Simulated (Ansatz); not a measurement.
Runs of Ansatz 0.2.0 on Ge2Sb2Te5. It takes space group P-3m1 (No. 164, trigonal). Conventional cell: a = 4.294 Å, b = 4.294 Å, c = 17.101 Å, α = 90.00°, β = 90.00°, γ = 120.00°. Around Te (site symmetry 3m) lie 3 Sb at 3.01 Å. Around Te (site symmetry 3m) lie 3 Ge at 3.00 Å and 3 Sb at 3.20 Å. Te (site symmetry -3m) is surrounded by 6 Ge at 3.04 Å. Sb (site symmetry 3m) is surrounded by 6 Te at 3.01 to 3.20 Å. Ge (site symmetry 3m) is surrounded by 6 Te at 3.00 to 3.04 Å. The cell comes from a database or a generator and needn't be the stable form of this composition.

| task | level | cell | k mesh | smearing | points for each segment of the path | gap on the mesh (eV) | pressure (GPa) | relaxed volume (Å³/atom) | largest force (eV/Å) |
| --- | --- | --- | --- | --- | --- | --- | --- | --- | --- |
| single point | PBE | as given | 7 × 7 × 2 | gaussian 0.011 eV | - | 0.28 | 0.3 | - | 0.09 |
| relaxation of cell and atoms | PBE | relaxed | 5 × 5 × 2 | fermi-dirac 0.05 eV | - | (a) | 0.0 | 31.73 | - |
| relaxation of cell and atoms | BLYP | relaxed | 5 × 5 × 2 | fermi-dirac 0.05 eV | - | 0.94 | 0.0 | 39.62 | - |
| band structure | PBE | as given | 7 × 7 × 2 | fermi-dirac 0.05 eV | 10 | 0.28 | 0.3 | - | 0.09 |

Alike in all rows: potentials or basis Ansatz PAW; no spin polarisation; cutoff (eV) 420.

Problem. Estimate the missing entries.

Solution. (a) 0.73.

Caveats: spin-orbit coupling is left out, which moves the levels of the heavy elements; odd divisions of the mesh miss points on the zone boundary, where band edges often lie, so the gap on the mesh can be too wide (some runs); the plane-wave basis is chosen anew once the cell has moved, so the energies of steps on either side of that aren't comparable (some runs); this functional lacks dispersion, which binds the layers, so the pressure and a relaxed spacing across them are unreliable (some runs); the volume moved by over 15 % at a fixed basis, so the end points are rough (some runs); the PAW data sets come from PBE, with cores solved anew for the run's functional, which leaves a small shift of forces and pressure (some runs).

A k mesh can miss the band edges, and the runs leave out spin-orbit coupling on Ge, Sb, Te.
